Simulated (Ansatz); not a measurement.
# CH4FInO: the cost of one run

Method: RHF/def2-mTZVP, in Ansatz 0.2.0.

**1. The starting structure**

Bond lengths: C1–O2 1.408 Å, O2–In3 1.972 Å, In3–F4 1.968 Å, C1–H5 1.100 Å, C1–H6 1.095 Å, C1–H7 1.095 Å, In3–H8 1.685 Å. Angles: C1–O2–In3 122.6°, O2–C1–H5 112.9°, O2–C1–H6 108.5°, O2–C1–H7 109.4°, H5–C1–H6 108.3°, H5–C1–H7 108.4°, H6–C1–H7 109.2°, O2–In3–F4 110.5°, O2–In3–H8 124.2°, F4–In3–H8 125.3°.

Coordinates:

```xyz
8

C     0.1776    1.2976   -0.0800
O     0.0832    0.2579    0.8651
In   -0.1990   -1.6252    0.3503
F    -0.3948   -1.7849   -1.6012
H    -0.0428    0.9658   -1.1057
H    -0.5398    2.0789    0.1899
H     1.1899    1.7152   -0.0619
H    -0.2743   -2.9053    1.4436
```

**2. Relaxing end A**

input.yaml

```yaml
crystal:
  periodic: [false, false, false]
  atoms:
    - { symbol: C, position_ang: [0.17759, 1.29761, -0.08005] }
    - { symbol: O, position_ang: [0.0832, 0.25785, 0.86509] }
    - { symbol: In, position_ang: [-0.19903, -1.62524, 0.35029] }
    - { symbol: F, position_ang: [-0.39476, -1.78487, -1.6012] }
    - { symbol: H, position_ang: [-0.04277, 0.96576, -1.10568] }
    - { symbol: H, position_ang: [-0.53982, 2.07895, 0.18989] }
    - { symbol: H, position_ang: [1.18987, 1.7152, -0.0619] }
    - { symbol: H, position_ang: [-0.27429, -2.90526, 1.44356] }
basis:
  gaussian: { orbitals: def2-mTZVP }
hamiltonian:
  xc: hf
relax:
  f_tol: 0.015
  max_steps: 40
```

Started as:

```
ansatz run input.yaml --threads 1 --pin off --max-ram 2048MiB --backend cpu --events-out ev --progress --plain --runs-dir out
```

Q: Estimate wall time and peak memory on 1 thread of an Arm CPU, shared host.

About 24 s, with a peak of 0.23 GiB.
